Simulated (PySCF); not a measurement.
# C6H18P3: the cost of one run

The runs use PySCF 2.14.0, with density-fitted response routines of our own; the level of theory stands in each step. All values are computed, except where a source is named. Atoms are numbered from 0 throughout.

## (1) The starting structure

27 atoms, charge 1, multiplicity 1; geometry from: GFN2-xTB.

Bonds of the start (Å): C0–P1 1.84, P1–C2 1.84, P1–P3 2.24, P3–C4 1.83, P3–C5 1.82, P3–P6 2.24, P6–C7 1.84, P6–C8 1.84, C0–H9 1.09, C0–H10 1.09, C0–H11 1.09, C2–H12 1.09, C2–H13 1.09, C2–H14 1.09, C4–H15 1.09, C4–H16 1.09, C4–H17 1.09, C5–H18 1.09, C5–H19 1.09, C5–H20 1.09, C7–H21 1.09, C7–H22 1.09, C7–H23 1.09, C8–H24 1.09, C8–H25 1.09, C8–H26 1.09.

## (2) Optimising the geometry at PBE0-D3(BJ)/def2-SVP

What the job is given:

```
{"job": {"xc": "PBE0", "basis": "def2-SVP", "d3": "d3bj", "grid": 1, "kind": "geom"}, "charge": 1, "multiplicity": 1}
C     -1.889670    -1.199200     1.716400
P     -2.068920    -0.344080     0.093370
C     -2.160570     1.404950     0.673180
P      0.059950    -0.395240    -0.596970
C     -0.108420     0.144890    -2.334280
C      0.409380    -2.173340    -0.768510
P      2.059590     0.406970     0.002820
C      1.739030     2.214510    -0.163350
C      1.917370     0.234190     1.834100
H     -1.133160    -0.745960     2.353330
H     -1.664500    -2.252440     1.563030
H     -2.852410    -1.139050     2.223750
H     -1.489210     1.603460     1.506060
H     -1.952260     2.086410    -0.149490
H     -3.182360     1.590670     1.003100
H      0.847220     0.028470    -2.844210
H     -0.418480     1.186810    -2.387350
H     -0.862330    -0.470450    -2.823620
H      0.630570    -2.616330     0.200710
H     -0.454620    -2.674580    -1.203360
H      1.273800    -2.302840    -1.418500
H      1.630480     2.481710    -1.212330
H      0.866430     2.543750     0.396630
H      2.615360     2.736810     0.220240
H      1.762720    -0.808880     2.103640
H      1.124830     0.852460     2.250580
H      2.864850     0.549390     2.270390
```

Q: Estimate the wall time of this first job on 8 threads of Intel Xeon at 2.50GHz (Skylake/Cascade Lake), shared host.

About 5.4 min.
